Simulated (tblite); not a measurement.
# C6H9O3: the cost of one run

Computed with tblite 0.8.0 and PySCF 2.14.0, with density-fitted response routines of our own, on a single molecule in the gas phase. Atoms count from 0, in the outputs and in this text.

## Step 1: The starting structure

18 atoms, charge 0, multiplicity 2; geometry from: force field or distance geometry start.

Bonds of the start (Å): O0–C1 1.39, C1–O2 1.37, O2–C3 1.41, C3–C4 1.51, C4–C5 1.52, C5–C6 1.50, C6–O7 1.40, O7–C8 1.40, C8–C3 1.50, C8–C6 1.50, O0–H9 0.99, C1–H10 1.11, C3–H11 1.10, C4–H12 1.11, C4–H13 1.11, C5–H14 1.11, C5–H15 1.11, C6–H16 1.09, C8–H17 1.10.

## Step 2: Relaxing the molecule with GFN2-xTB

The job: settings as JSON, then the geometry in Å.

```
{"job": {"kind": "relax", "xc": "GFN2-xTB", "basis": "xTB"}, "charge": 0, "multiplicity": 2}
O      3.116600     0.147300    -0.895500
C      2.538500    -0.885500    -0.164400
O      1.263100    -1.124900    -0.596600
C      0.372000    -0.079100    -0.297800
C     -0.769900    -0.644300     0.504900
C     -1.984500     0.176900     0.116300
C     -1.734300     0.636100    -1.293800
O     -0.880400     1.741800    -1.397600
C     -0.256000     0.494300    -1.528800
H      3.850000     0.594100    -0.405200
H      2.560700    -0.708600     0.932400
H      0.845500     0.737300     0.259500
H     -0.576600    -0.567400     1.595600
H     -0.936800    -1.712200     0.257600
H     -2.184100     1.016400     0.819700
H     -2.853400    -0.508800     0.169100
H     -2.467900     0.467200    -2.083700
H      0.088900     0.225700    -2.533000
```

Run with:

```console
$ OMP_NUM_THREADS=1 python probes_run.py task.json out
```

This one command runs all jobs of the session in turn.

**Question.** How long does this first job take on 1 thread of AMD EPYC 7B13, shared host?

About 1.1 s.
